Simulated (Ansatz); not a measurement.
# The cluster Li₅Al₅+ (doublet): inputs that go wrong

1 input was typed for the cluster Li₅Al₅+ (doublet). Each is run as it stands; the log then has to tell whether the result can be used.

Computed with Ansatz 0.2.0, Gaussian basis. Level: the settings change from run to run.

7 further runs of the same task are left out: 5 that didn't finish, 2 set aside as unsound or not needed. Runs told in other sessions of the task aren't counted.

## 1. The geometry

The geometry comes from an earlier relaxation with PBE0-D4/def2-SVP; it is a stationary point, not always the lowest conformer.

10 atoms, charge 1, spin multiplicity 2.

Atoms are counted from 1 here; the program's logs count them from 0.

Bond lengths: Li1–Al8 2.767 Å, Li1–Al9 2.826 Å, Li1–Al10 2.827 Å, Li2–Al6 2.826 Å, Li2–Al7 2.827 Å, Li2–Al8 2.766 Å, Li3–Al6 2.827 Å, Li3–Al8 2.766 Å, Li3–Al9 2.827 Å, Li4–Al6 2.822 Å, Li4–Al7 2.818 Å, Li4–Al9 2.822 Å, Li4–Al10 2.819 Å, Li5–Al7 2.826 Å, Li5–Al8 2.766 Å, Li5–Al10 2.826 Å, Al6–Al7 2.598 Å and more. Angles: Al8–Li1–Al9 59.1°, Al8–Li1–Al10 59.1°, Al9–Li1–Al10 54.7°, Al6–Li2–Al7 54.7°, Al6–Li2–Al8 59.0°, Al7–Li2–Al8 59.1°, Al6–Li3–Al8 59.0°, Al6–Li3–Al9 54.7°, Al8–Li3–Al9 59.1°, Al6–Li4–Al7 54.9°, Al6–Li4–Al9 54.8°, Al6–Li4–Al10 81.3°, Al7–Li4–Al9 81.3°, Al7–Li4–Al10 54.9°, Al9–Li4–Al10 54.8°, Al7–Li5–Al8 59.1°, Al7–Li5–Al10 54.7°, Al8–Li5–Al10 59.1° and more.

## 2. Try 1

The input, in.yaml:

```yaml
crystal:
  periodic: [false, false, false]
  atoms:
    - {symbol: Li, position_ang: [2.176827, 3.896195, -3.581095]}
    - {symbol: Li, position_ang: [-2.664091, 0.492609, 5.039851]}
    - {symbol: Li, position_ang: [-4.843770, 2.502515, -1.739507]}
    - {symbol: Li, position_ang: [0.589877, -5.255670, -1.742337]}
    - {symbol: Li, position_ang: [4.351140, 1.887238, 3.194983]}
    - {symbol: Al, position_ang: [-3.137185, -2.091274, 0.389193]}
    - {symbol: Al, position_ang: [1.183549, -2.384383, 2.702616]}
    - {symbol: Al, position_ang: [-0.251385, 2.231439, 0.740284]}
    - {symbol: Al, position_ang: [-0.861445, -0.496024, -3.661100]}
    - {symbol: Al, position_ang: [3.456482, -0.782645, -1.342887]}
basis:
  gaussian: {orbitals: "6-31++G**"}
total_charge: 1
magnetization: {spin_polarized: true, initial_magnetization: 3}
hamiltonian: {xc: {name: r2SCAN50}, dispersion: d4}
scf: {omitted_lower_state_checks: [starts]}
```

On the command line:

```
$ ansatz run in.yaml --threads 4 --pin off --events-out ev --progress --plain --max-ram 4787MiB
```

**Question.** What will the summary of the whole plan be?

The runs gave:

```csv
try,level,ended,cause,time
1,r2SCAN50/6-31++G**,timeout,the coordinates are in bohr but typed as ångström,91 s
```

In words: 1 timeout.
